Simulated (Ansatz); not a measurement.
**C3H6FN (SMILES [H]/N=C(/C)CF): r2SCAN/cc-pVDZ**

Aim: the electronic atomisation energy of C3H6FN at r2SCAN/cc-pVDZ, from 5 runs. 

The calculation is run with Ansatz 0.2.0.

37 further runs of the same task are left out: 37 set aside as unsound or not needed. Runs told in other sessions of the task aren't counted.

## Step 1: Starting point

The species is C3H6FN (11 atoms), meant as a singlet with charge 0. As SMILES, `[H]/N=C(/C)CF`. Geometry: relaxed at PBE0-D4/def2-TZVP. This is one conformer, not always the lowest.

Bond lengths: C1–C2 1.495 Å, C2–N3 1.263 Å, C2–C4 1.506 Å, C4–F5 1.374 Å, C1–H6 1.088 Å, C1–H7 1.094 Å, C1–H8 1.094 Å, N3–H9 1.021 Å, C4–H10 1.096 Å, C4–H11 1.096 Å. Some angles: C1–C2–N3 121.1°, C1–C2–C4 114.9°, N3–C2–C4 124.0°, C2–C4–F5 111.5°, C2–C1–H6 109.5°, C2–C1–H7 110.9°, C2–C1–H8 110.9°, C2–N3–H9 110.1°, C2–C4–H10 110.1°, C2–C4–H11 110.1°.

## Step 2: A single-point energy at r2SCAN/cc-pVDZ

File job.yaml:

```yaml
basis:
  gaussian:
    orbitals: cc-pVDZ
crystal:
  periodic: [false, false, false]
  atoms:
    - {symbol: C, position_ang: [-0.851800, -0.106700, 1.125200]}
    - {symbol: C, position_ang: [0.034900, 0.427900, 0.047300]}
    - {symbol: "N", position_ang: [0.281100, 1.663300, -0.042300]}
    - {symbol: C, position_ang: [0.588800, -0.610700, -0.891500]}
    - {symbol: F, position_ang: [1.391000, -0.044000, -1.852300]}
    - {symbol: H, position_ang: [-1.197600, 0.713600, 1.751300]}
    - {symbol: H, position_ang: [-0.318300, -0.833200, 1.745700]}
    - {symbol: H, position_ang: [-1.717000, -0.623300, 0.698700]}
    - {symbol: H, position_ang: [0.901000, 1.841000, -0.834400]}
    - {symbol: H, position_ang: [-0.229100, -1.140600, -1.392700]}
    - {symbol: H, position_ang: [1.182500, -1.344300, -0.334400]}
hamiltonian:
  xc: r2scan
accuracy: high
output: {orbitals: {seedname: orbitals}}
```

Command:

```sh
$ ansatz run job.yaml --threads 1 --pin off --max-ram 2610MiB --events-out events.jsonl --progress --plain --runs-dir runs
```

Standard output:

```text
Warning: RAYON_NUM_THREADS=1 ignored (pool sized by the plan → 1); use --threads N
Functional definition: r2SCAN
  name "r2SCAN"
  parameter k0 = 0.174
  parameter k1 = 0.065
  parameter a1 = 4.9479
  exchange = r2scan_x(k0 = k0, k1 = k1, a1 = a1)
  correlation = r2scan_c
2422 factors; integrals over basis functions are off by at most 3.3e-9 eV
mean field evaluation 1: about -7404.2162 eV, gradient 5.7e1 eV
mean field evaluation 2: about -7397.6086 eV, gradient 7.5e1 eV
mean field evaluation 4: about -7411.5872 eV, gradient 4.0e0 eV
mean field evaluation 8: about -7411.6263 eV, gradient 4.1e-1 eV
mean field evaluation 16: about -7411.6266 eV, gradient 7.5e-5 eV
mean field -7411.62660770 eV, -272.3722540521 hartree, gradient 5.3e-9 eV, S^2 0.000000; 0 other end points of the search recorded, 0 dependent functions left out
reference -7411.62660840 eV, -272.3722540777 hartree; 20, 20 occupied and 80, 80 virtual orbitals, 2422 factors
Total energy: -7411.62660840 eV, -272.3722540777 hartree
```

Run time: 18 s. Hardware: 1 thread of Arm Neoverse V2, shared host; peak memory 0.34 GiB.

## Step 3: The C atom at the same level

File input.yaml:

```yaml
crystal:
  periodic: [false, false, false]
  atoms:
    - {symbol: C, position_ang: [0.000000, 0.000000, 0.000000]}
basis:
  gaussian: {orbitals: cc-pVDZ}
accuracy: high
hamiltonian: {xc: {name: r2SCAN}}
magnetization: {spin_polarized: true, initial_magnetization: 2}
```

Command:

```sh
$ ansatz run input.yaml --threads 1 --pin off --max-ram 2610MiB --events-out events.jsonl --progress --plain --runs-dir runs
```

Standard output:

```text
Warning: RAYON_NUM_THREADS=1 ignored (pool sized by the plan → 1); use --threads N
Functional definition: r2SCAN
  name "r2SCAN"
  parameter k0 = 0.174
  parameter k1 = 0.065
  parameter a1 = 4.9479
  exchange = r2scan_x(k0 = k0, k1 = k1, a1 = a1)
  correlation = r2scan_c
96 factors; integrals over basis functions are off by at most 1.3e-9 eV
mean field evaluation 1: about -1029.1950 eV, gradient 4.1e0 eV
mean field evaluation 2: about -1029.2933 eV, gradient 1.3e0 eV
mean field evaluation 4: about -1029.3045 eV, gradient 3.4e-1 eV
mean field evaluation 8: about -1029.3053 eV, gradient 6.3e-5 eV
mean field evaluation 16: about -1029.3043 eV, gradient 1.3e-1 eV
mean field -1029.30529721 eV, -37.8262719844 hartree, gradient 9.3e-9 eV, S^2 2.004549; 1 other end points of the search recorded, 0 dependent functions left out
reference -1029.30529789 eV, -37.8262720094 hartree; 4, 2 occupied and 10, 12 virtual orbitals, 96 factors
Total energy: -1029.30529789 eV, -37.8262720094 hartree
```

It took 1.2 s on 1 thread of Arm Neoverse V2, shared host.

## Step 4: The F atom at the same level

File molecule.yaml:

```yaml
crystal:
  periodic: [false, false, false]
  atoms:
    - {symbol: F, position_ang: [0.000000, 0.000000, 0.000000]}
basis:
  gaussian: {orbitals: cc-pVDZ}
hamiltonian: {xc: r2scan}
accuracy: high
magnetization: {spin_polarized: true, initial_magnetization: 1}
```

Run the same way, it converges to -99.68613 Eh (log not shown).

## Step 5: The H atom at the same level

File input.yaml:

```yaml
crystal:
  periodic: [false, false, false]
  atoms:
    - symbol: H
      position_ang: [0.000000, 0.000000, 0.000000]
basis:
  gaussian: {orbitals: cc-pVDZ}
magnetization: {spin_polarized: true, initial_magnetization: 1}
hamiltonian: {xc: r2scan}
accuracy: high
```

Run the same way, it converges to -0.49921 Eh (log not shown).

## Step 6: The N atom

File job.yaml:

```yaml
crystal:
  periodic: [false, false, false]
  atoms:
    - symbol: "N"
      position_ang: [0.000000, 0.000000, 0.000000]
basis:
  gaussian:
    orbitals: cc-pVDZ
accuracy: high
hamiltonian:
  xc: {name: r2SCAN}
magnetization:
  spin_polarized: true
  initial_magnetization: 3
```

Run the same way, it converges to -54.56784 Eh (log not shown).

## Step 7: Outcome

Level: r2SCAN/cc-pVDZ.

| quantity | value |
| --- | --- |
| molecule: total energy | -272.37225 Eh |
| molecule: HOMO energy | -6.19 eV |
| molecule: LUMO energy | -0.65 eV |
| molecule: HOMO–LUMO gap | 5.54 eV |
| C atom: total energy | -37.82627 Eh |
| C atom: ⟨S²⟩ | 2.005 |
| F atom: total energy | -99.68613 Eh |
| F atom: ⟨S²⟩ | 0.751 |
| H atom: total energy | -0.49921 Eh |
| H atom: ⟨S²⟩ | 0.750 |
| N atom: total energy | -54.56784 Eh |
| N atom: ⟨S²⟩ | 3.753 |
| electronic atomisation energy | 44.742 eV |

Taking the molecule apart into free atoms costs 44.74 eV (4317 kJ/mol), before zero-point energy and without spin-orbit coupling.
